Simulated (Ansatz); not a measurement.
# HfGa2Te3: a closer look at a trial structure

This session takes a relaxed cell of HfGa2Te3 and sets out to compute bands, density of states and charges.

Method: DFT PBE, scalar-relativistic, plane waves, PAW, in Ansatz 0.2.0.

1 further run of the same task is left out (it didn't finish).

## (1) Starting point

The structure is tetragonal, space group P-4m2 (No. 115). The conventional cell has a = 4.234 Å, b = 4.234 Å, c = 8.313 Å, α = 90.00°, β = 90.00°, γ = 90.00°. Hf (site symmetry -4m2) is surrounded by 4 Te at 2.99 Å and 4 Ga at 3.34 Å. Ga (site symmetry 2mm) is surrounded by 7 Te at 2.93 to 3.34 Å and 2 Hf at 3.34 Å. Te (site symmetry 2mm) has 5 Ga at 2.93 to 3.00 Å as nearest neighbours. Te (site symmetry -4m2) is surrounded by 4 Hf at 2.99 Å and 4 Ga at 3.34 Å.

Structure file:

```cif
data_structure
_symmetry_space_group_name_H-M 'P-4m2'
_symmetry_Int_Tables_number 115
_cell_length_a 4.2341
_cell_length_b 4.2341
_cell_length_c 8.3126
_cell_angle_alpha 90.000
_cell_angle_beta 90.000
_cell_angle_gamma 90.000
_cell_volume 149.02
loop_
_atom_site_label
_atom_site_type_symbol
_atom_site_symmetry_multiplicity
_atom_site_Wyckoff_symbol
_atom_site_fract_x
_atom_site_fract_y
_atom_site_fract_z
_atom_site_occupancy
Hf1 Hf 1 b 0.50000 0.50000 0.00000 1
Ga1 Ga 2 g 0.50000 0.00000 0.68867 1
Te1 Te 2 g 0.50000 0.00000 0.33602 1
Te2 Te 1 a 0.00000 0.00000 0.00000 1
```

The cell was relaxed beforehand at this level, from a database cell with other species swapped in; it needn't be the stable form of this composition. At a tolerance of 0.05 Å it has space group P-4m2 (No. 115); it has 24.84 Å³/atom, an uncorrected energy of -0.06 eV/atom over the elements.

## (2) Bands, states and charges

input.yaml reads:

```yaml
crystal:
  lattice:
    - [4.2340597346, 0.0, 0.0]
    - [0.0, 4.2340597346, 0.0]
    - [0.0, 0.0, 8.3125663254]
  atoms:
    - { symbol: Hf, position: [0.5, 0.5, 0.0] }
    - { symbol: Ga, position: [0.5, 0.0, 0.6886715764] }
    - { symbol: Ga, position: [0.0, 0.5, 0.3113284236] }
    - { symbol: Te, position: [0.5, 0.0, 0.3360176518] }
    - { symbol: Te, position: [0.0, 0.5, 0.6639823482] }
    - { symbol: Te, position: [0.0, 0.0, 0.0] }
basis:
  ecutwfc: 420
kpoints:
  mp_grid: { grid: [10, 10, 6] }
  band_path:
    path:
      - [[0.0, 0.0, 0.0], [0.0, 0.5, 0.0], [0.5, 0.5, 0.0], [0.0, 0.0, 0.0], [0.0, 0.0, 0.5], [0.0, 0.5, 0.5], [0.5, 0.5, 0.5], [0.0, 0.0, 0.5]]
      - [[0.0, 0.5, 0.0], [0.0, 0.5, 0.5]]
      - [[0.5, 0.5, 0.0], [0.5, 0.5, 0.5]]
    npoints: 14
hamiltonian:
  xc: pbe
scf:
  occupations: { method: gaussian, width: 0.1 }
  n_extra_bands: 15
output:
  forces: true
  stress: true
  eigenvalues: true
  populations: true
  dos: { projected: true, de: 0.02, nscf_kmesh: { grid: [12, 12, 8] } }
  bader: true
  write_density: true
  write_potential: true
  elf: true
  volumetric_format: npy
```

Run with:

```bash
$ ansatz run input.yaml --threads 1 --pin off --max-ram 2560MiB --backend cpu --events-out ev --progress --plain --runs-dir out
```

What does the calculation give? Wanted: gap; states at the Fermi level; Bader charges.

The runs gave:

```
                 quantity                                    value
                      gap                             none (metal)
states at the Fermi level                     1.93 per eV per cell
            Bader charges  Hf +1.47, Ga +0.24, Te -0.91 to -0.52 e
```

In words: Bands cross the Fermi level: a metal at this level of theory. Of the projected weight within 0.25 eV of the Fermi level, the largest part is Te 5p (43 %) and Hf 5d (25 %). Charge transfer between the atoms is strong (Bader charges up to 1.5 e). Spin-orbit coupling is left out, which matters for the bands of Hf, Te.
